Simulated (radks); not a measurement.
**Xe⁴⁴⁺ in [Ne]: an all-electron calculation**

Wanted: eigenvalues, radial structure and energy terms of the xenon ion Xe44+.

Method: scalar-relativistic Kohn-Sham, exchange-only LDA, spin-polarised, spherical densities, finite nucleus. Code: radks (a radial shooting solver on a logarithmic mesh, Libxc functionals) version 1.

### 1 The atom as given

* element: xenon (Z = 54)
* charge: +44
* electrons: 10
* configuration: [Ne]
* nuclear rms radius: 4.7859 fm

The outer shells:

Xe⁴⁴⁺
```
[He] core
2s [↑↓]
2p [↑↓][↑↓][↑↓]
```

### 2 The calculation

Settings of this run:

```text
Z 54
configuration [Ne]
relativity scalar-relativistic
functional lda,
spin polarised
nucleus finite rms 4.7859 fm
c 137.035999084
```

Q: Predict the outcome of this run.

As calculated:

| quantity | value |
| --- | --- |
| total energy | -5557.13347 hartree |
| exchange-correlation share of it | 1.54 % |
| −T/E | 1.0643 |
| highest occupied level | 2p, -7654.7 eV |
| most extended occupied level | 2s up, <r> = 0.113 bohr |
| radius at density 0.001 e/bohr³ | 0.430 bohr |
| maxima of the radial density | 2 |
| ionisation energy, NIST | 7660 (theory) eV |

**Reading.** The radial density shows 2 maxima for 2 occupied principal shells. −T/E is 1.064: with relativity the kinetic term as defined here no longer equals −E. The top level binds by 7654.7 eV, 100 % of the NIST ionisation energy of 7660 eV. 
